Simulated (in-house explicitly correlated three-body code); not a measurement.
# Two electrons around a charge of +4.4: exact states and exact Kohn–Sham parts

Aim: the lowest states of two electrons around a charge of +4.4 to near-exact accuracy, with their sizes and correlation, then the exact Kohn–Sham parts of the ground state and the errors of common functionals.

Method: two electrons, non-relativistic, variational in exponentially correlated functions. Code: in-house explicitly correlated three-body code version 1.

### Step 1. The atom as given

- charge of the centre: +4.4
- mass of the centre: infinite
- interactions: Coulomb
- basis: 260 functions exp(−a r1 − b r2 − g r12) a state, exponent ranges optimised
- units: hartree and bohr; relativity and QED are left out

### Step 2. The variational calculation

Settings:

```ini
Z = 4.4
interaction_strength = 1.0
functions = 260
states_tried = 13
```

Command:

```bash
> python run_hyl.py task.json out
```

**Question.** What will these runs give? Wanted: ground-state energy; binding of the second electron; ⟨r12⟩, ⟨cos θ12⟩; resonance line 1 ¹S–2 ¹P; polarisability of the ground state; Ts, Ex, Ec; exact less Hartree–Fock.

The runs gave:

| quantity | value |
| --- | --- |
| ground-state energy | -16.76574934 hartree |
| binding of the second electron | 192.81 eV |
| ⟨r12⟩, ⟨cos θ12⟩ | 0.5559 bohr, -0.0300 |
| resonance line 1 ¹S–2 ¹P | 153.97 eV, f = 0.5776 |
| polarisability of the ground state | 0.034315 bohr³ |
| Ts, Ex, Ec (Kohn–Sham) | 16.72381, -2.52677, -0.04449 hartree |
| exact less Hartree–Fock | -0.04448 hartree |

What this shows: The second electron is bound by 192.8 eV, and the mean cosine of -0.030 shows the electrons leaning only slightly to opposite sides. The virial ratio −T/E is 1.0000000, where an exact Coulomb state gives 1. Exchange puts 2 ³S 3.52 eV under 2 ¹S. On the exact density RPBE errs least (-0.4 millihartree) and LDA PW92 most (+244.5). Self-consistent top levels of the semilocal functionals lie +21.4 to +26.0 eV from minus the binding energy, the exact Kohn–Sham level.
